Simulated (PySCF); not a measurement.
# C3H7BGe: the cost of one run

Computed with PySCF 2.14.0 and routines of our own; the level stands in each step. Atoms count from 0.

## (1) The starting structure

12 atoms, charge 0, multiplicity 1; geometry from: GFN2-xTB.

## (2) Geometry optimisation at PBE0-D3(BJ)/def2-SVP

Job settings and geometry (Å):

```
{"job": {"xc": "PBE0", "basis": "def2-SVP", "d3": "d3bj", "grid": 1, "maxiter": 30, "shake": 0.01, "kind": "geom"}, "charge": 0, "multiplicity": 1}
C      2.507630     1.313700     0.433140
C      1.397810     0.388920     0.332280
C      0.475000    -0.408490     0.250140
B     -0.611420    -1.347300     0.145780
Ge    -2.449450    -0.706160    -0.478100
H      2.225830     2.274650    -0.079970
H      2.699310     1.549610     1.479510
H      3.404850     0.926880    -0.023910
H     -0.485830    -2.472030     0.444930
H     -3.568970    -0.924120     0.517340
H     -2.983630    -1.380540    -1.689330
H     -2.571450     0.756610    -0.796700
```

Started as:

```console
$ OMP_NUM_THREADS=1 python heavy_run.py task.json out
```

This one command runs all jobs of the session in turn.

Q: Estimate the wall time and peak memory of this first job on 1 thread of Intel Xeon 6975P-C, shared host.

About 20 s, with a peak of 0.5 GiB.
